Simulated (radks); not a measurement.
# The Coulomb parameter U of the 5d shell of Au³⁺

One table from this session's results is given with a row withheld; the runs are named, their logs left out.

Program: radks (a radial shooting solver on a logarithmic mesh, Libxc functionals) version 1. Level of theory: scalar-relativistic Kohn-Sham, r2SCAN, spin-unpolarised, spherical densities, finite nucleus. These are calculated values, not measurements, unless marked.

### Starting point

| Quantity | Value |
| --- | --- |
| element | gold (Z = 79) |
| charge | +3 |
| electrons | 76 |
| configuration | [Xe] 4f14 5d6.5 6p1.5 |
| nuclear rms radius | 5.4371 fm |

Set-up of the first run:

Settings of this run:

```text
Z 79
configuration [Xe] 4f14 5d6.5 6p1.5
relativity scalar-relativistic
functional r2scan,r2scan
spin unpolarised
nucleus finite rms 5.4371 fm
c 137.035999084
```

Steps of the session up to this table: Start: [Xe] 4f14 5d6.5 6p1.5.

One of the session's tables, all rows but one given; the rest of the session is left out.

It belongs to the step «Start: [Xe] 4f14 5d6.5 6p1.5». Radial moments (bohr):

```
level     <r>  outermost maximum (interpolated)  90 % within  nodes
   4s  0.4070                             0.383        0.583      3
   4p  0.4332                             0.403        0.628      2
   4d  0.4582                             0.410        0.683      1
   5s  0.9228                             0.847         1.32      4
   4f  0.4976                             0.377        0.798      0
   5p   1.053                             0.947         1.52      3
   5d   1.377                              1.16         2.06      2
   6p       ?                                 ?            ?      ?
```

**Question.** Estimate the row for 6p.

**Answer.** <r>: 2.688; outermost maximum (interpolated): 2.44; 90 % within: 3.84; nodes: 4. In the column «<r>» it is the highest.
